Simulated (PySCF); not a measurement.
**BNH2ClF (SMILES NB(F)Cl): levels of theory compared**

Aim: a comparison of 3 runs (M06-2X/pcseg-0, M06-2X/pcseg-1, M06-2X/pcseg-2) of BNH2ClF. Input form: a Python script.

The calculation is run with PySCF 2.14.0.

**1. The system as given**

BNH2ClF: 6 atoms, total charge 0, spin state singlet. SMILES: `NB(F)Cl`. The coordinates come from a PBE0-D4/def2-TZVP relaxation.

Bond lengths: N1–B2 1.388 Å, B2–F3 1.328 Å, B2–Cl4 1.766 Å, N1–H5 1.003 Å, N1–H6 1.005 Å. Angles: N1–B2–F3 120.6°, N1–B2–Cl4 121.2°, F3–B2–Cl4 118.2°, B2–N1–H5 122.7°, B2–N1–H6 122.0°, H5–N1–H6 115.3°.

**2. Energy and one-electron properties at M06-2X/pcseg-0 (run 1)**

File geometry.xyz:

```xyz
6

N      0.003800     0.770700     0.025500
B      0.054900    -0.615400     0.062700
F      0.564800    -1.245700     1.114600
Cl    -0.552600    -1.588800    -1.279200
H     -0.374400     1.278900    -0.752600
H      0.345800     1.336500     0.782800
```

File run.py:

```python
import numpy
from pyscf import gto, scf, dft, lo

system = gto.Mole()
system.atom = 'geometry.xyz'
system.verbose = 3
system.max_memory = 1860
system.basis = 'pcseg-0'
system.build()

calc0 = dft.RKS(system, xc='m06-2x')
calc0.conv_tol = 1e-10
calc0.grids.level = 4
calc0.kernel()
if not calc0.converged:
    calc0 = calc0.newton().run(calc0.mo_coeff, calc0.mo_occ)

e_tot = calc0.e_tot
print('Final energy', e_tot)
dip = calc0.dip_moment()
pop, q = calc0.mulliken_pop()
quad = calc0.quad_moment()
occ = calc0.mo_coeff[:, calc0.mo_occ > 0]
iaos = lo.vec_lowdin(lo.iao.iao(system, occ), calc0.get_ovlp())
c = iaos.T @ calc0.get_ovlp() @ occ
pop_iao, q_iao = scf.hf.mulliken_pop(lo.iao.reference_mol(system), (c * calc0.mo_occ[calc0.mo_occ > 0]) @ c.T, numpy.eye(c.shape[0]), verbose=0)
print('IAO charges', numpy.round(q_iao, 4))
```

Started as:

```bash
$ OMP_NUM_THREADS=1 python run.py
```

Output:

```text
converged SCF energy = -639.889867400756
Final energy -639.8898674007555
Dipole moment(X, Y, Z, Debye):  0.07277,  3.53452,  0.33819
 ** Mulliken pop  **
pop of  0 N 1s            1.98409
pop of  0 N 2s            0.87339
pop of  0 N 3s            0.70270
pop of  0 N 2px           0.62688
pop of  0 N 2py           0.57324
pop of  0 N 2pz           0.55347
pop of  0 N 3px           1.00985
pop of  0 N 3py           0.74746
pop of  0 N 3pz           0.78657
pop of  1 B 1s            1.98335
pop of  1 B 2s            0.63478
pop of  1 B 3s           -0.02070
pop of  1 B 2px           0.26617
pop of  1 B 2py           0.47676
pop of  1 B 2pz           0.36192
pop of  1 B 3px           0.24420
pop of  1 B 3py           0.13741
pop of  1 B 3pz           0.09977
pop of  2 F 1s            1.98570
pop of  2 F 2s            1.01464
pop of  2 F 3s            0.95370
pop of  2 F 2px           0.81444
pop of  2 F 2py           0.82956
pop of  2 F 2pz           0.77432
pop of  2 F 3px           1.01802
pop of  2 F 3py           1.00029
pop of  2 F 3pz           0.95804
pop of  3 Cl 1s           1.99898
pop of  3 Cl 2s           2.00571
pop of  3 Cl 3s           1.08888
pop of  3 Cl 4s           0.88507
pop of  3 Cl 2px          1.96503
pop of  3 Cl 2py          1.96449
pop of  3 Cl 2pz          1.96278
pop of  3 Cl 3px          0.67494
pop of  3 Cl 3py          0.67184
pop of  3 Cl 3pz          0.63559
pop of  3 Cl 4px          1.20908
pop of  3 Cl 4py          1.14910
pop of  3 Cl 4pz          1.08464
pop of  4 H 1s            0.53911
pop of  4 H 2s            0.11784
pop of  5 H 1s            0.53835
pop of  5 H 2s            0.11857
 ** Mulliken atomic charges  **
charge of    0N =     -0.85766
charge of    1B =      0.81636
charge of    2F =     -0.34871
charge of    3Cl =     -0.29611
charge of    4H =      0.34304
charge of    5H =      0.34308
Traceless quadrupole moment (Debye*A):

IAO charges [-0.557   0.4477 -0.3145 -0.1351  0.2807  0.2783]
```

Run time: 6 s. Hardware: 1 thread of Intel Xeon 6975P-C (Granite Rapids), shared host; peak memory 0.27 GiB.

Atomic charges (e):

| atom | Mulliken | IAO |
| --- | --- | --- |
| N1 | -0.858 | -0.557 |
| B2 | +0.816 | +0.448 |
| F3 | -0.349 | -0.315 |
| Cl4 | -0.296 | -0.135 |
| H5 | +0.343 | +0.281 |
| H6 | +0.343 | +0.278 |

**3. The charge distribution at M06-2X/pcseg-1 (run 2)**

File calc.py:

```python
import numpy
from pyscf import gto, scf, dft, lo

mol = gto.Mole()
mol.atom = '''
N      0.003800     0.770700     0.025500
B      0.054900    -0.615400     0.062700
F      0.564800    -1.245700     1.114600
Cl    -0.552600    -1.588800    -1.279200
H     -0.374400     1.278900    -0.752600
H      0.345800     1.336500     0.782800
'''
mol.basis = 'pcseg-1'
mol.charge = 0
mol.verbose = 3
mol.max_memory = 1860
mol.build()

mf = dft.RKS(mol)
mf.xc = 'm06-2x'
mf.grids.level = 4
mf.conv_tol = 1e-10
mf.kernel()
if not mf.converged:
    mf = mf.newton().run(mf.mo_coeff, mf.mo_occ)

energy = mf.e_tot
print('Final energy', energy)
mf.analyze()
quad = mf.quad_moment()
occ = mf.mo_coeff[:, mf.mo_occ > 0]
iaos = lo.vec_lowdin(lo.iao.iao(mol, occ), mf.get_ovlp())
c = iaos.T @ mf.get_ovlp() @ occ
pop_iao, q_iao = scf.hf.mulliken_pop(lo.iao.reference_mol(mol), (c * mf.mo_occ[mf.mo_occ > 0]) @ c.T, numpy.eye(c.shape[0]), verbose=0)
print('IAO charges', numpy.round(q_iao, 4))
```

Started as:

```bash
$ OMP_NUM_THREADS=1 python calc.py
```

Output:

```text
converged SCF energy = -640.874837792719
[... 7 lines left out ...]
MO #6   energy= -7.51670582596086  occ= 2
[... 12 lines left out ...]
MO #19  energy= -0.390262449183611 occ= 2
[... 12 lines left out ...]
MO #32  energy= 0.489066776511375  occ= 0
[... 12 lines left out ...]
MO #45  energy= 1.17292828870072   occ= 0
[... 12 lines left out ...]
MO #58  energy= 2.11265109415097   occ= 0
[... 19 lines left out ...]
Dipole moment(X, Y, Z, Debye):  0.03945,  3.13641,  0.24661
[... 2 lines left out ...]
IAO charges [-0.5967  0.4893 -0.334  -0.1354  0.2904  0.2865]
```

It took 11 s on 1 thread of Intel Xeon 6975P-C (Granite Rapids), shared host; peak memory 0.36 GiB.

Atomic charges (e):

| atom | Mulliken | IAO |
| --- | --- | --- |
| N1 | -0.423 | -0.597 |
| B2 | +0.563 | +0.489 |
| F3 | -0.270 | -0.334 |
| Cl4 | -0.298 | -0.135 |
| H5 | +0.215 | +0.290 |
| H6 | +0.214 | +0.286 |

**4. Energy and one-electron properties at M06-2X/pcseg-2 (run 3)**

geometry.xyz, as its differences from that of step 2:

```diff
@@ -1,3 +1,3 @@
 6
-
+BClFH2N
 N      0.003800     0.770700     0.025500
```

File run.py:

```python
import numpy
from pyscf import gto, scf, dft, lo

molecule = gto.Mole()
molecule.atom = 'geometry.xyz'
molecule.verbose = 4
molecule.basis = 'pcseg-2'
molecule.max_memory = 1860
molecule.build()

myscf = dft.RKS(molecule)
myscf.xc = 'm06-2x'
myscf.grids.level = 4
myscf.conv_tol = 1e-10
myscf.kernel()
if not myscf.converged:
    myscf = myscf.newton().run(myscf.mo_coeff, myscf.mo_occ)

etot = myscf.e_tot
print('E(%s) = %.9f' % ('M06-2X', etot))
dip = myscf.dip_moment()
pop, q = myscf.mulliken_pop()
quad = myscf.quad_moment()
occ = myscf.mo_coeff[:, myscf.mo_occ > 0]
iaos = lo.vec_lowdin(lo.iao.iao(molecule, occ), myscf.get_ovlp())
c = iaos.T @ myscf.get_ovlp() @ occ
pop_iao, q_iao = scf.hf.mulliken_pop(lo.iao.reference_mol(molecule), (c * myscf.mo_occ[myscf.mo_occ > 0]) @ c.T, numpy.eye(c.shape[0]), verbose=0)
print('IAO charges', numpy.round(q_iao, 4))
```

Started as:

```bash
$ OMP_NUM_THREADS=1 python run.py
```

Output:

```text
PySCF version 2.14.0

[... 77 lines left out ...]
converged SCF energy = -641.027120300814
[... 1 line left out ...]
Dipole moment(X, Y, Z, Debye): -0.03856,  2.86642,  0.06674
[... 162 lines left out ...]
IAO charges [-0.6264  0.5153 -0.3452 -0.1361  0.2984  0.2939]
```

It took 29 s on 1 thread of Intel Xeon 6975P-C (Granite Rapids), shared host; peak memory 1.1 GiB.

Atomic charges (e):

| atom | Mulliken | IAO |
| --- | --- | --- |
| N1 | -0.383 | -0.626 |
| B2 | +0.645 | +0.515 |
| F3 | -0.346 | -0.345 |
| Cl4 | -0.230 | -0.136 |
| H5 | +0.154 | +0.298 |
| H6 | +0.159 | +0.294 |

**5. Overview of the runs**

| run | level | energy (Eh) | dipole moment (D) | HOMO energy (eV) | LUMO energy (eV) | wall time |
| --- | --- | --- | --- | --- | --- | --- |
| 1 | M06-2X/pcseg-0 | -639.889867 | 3.55 | -10.13 | 2.18 | 6 s |
| 2 | M06-2X/pcseg-1 | -640.874838 | 3.15 | -10.02 | 1.81 | 11 s |
| 3 | M06-2X/pcseg-2 | -641.027120 | 2.87 | -10.04 | 0.82 | 29 s |

**6. Summary of results**

| quantity | value |
| --- | --- |
| run 3: total energy | -641.02712 Eh |
| run 3: dipole moment | 2.87 D |
| run 3: HOMO energy | -10.04 eV |
| run 3: LUMO energy | 0.82 eV |
| run 3: HOMO–LUMO gap | 10.86 eV |

**Reading.** The dipole moment (its size) runs from 2.87 D (M06-2X/pcseg-2) to 3.55 D (M06-2X/pcseg-0). The HOMO–LUMO gap runs from 10.86 eV (M06-2X/pcseg-2) to 12.31 eV (M06-2X/pcseg-0). All runs together took 46 s, the longest 29 s.
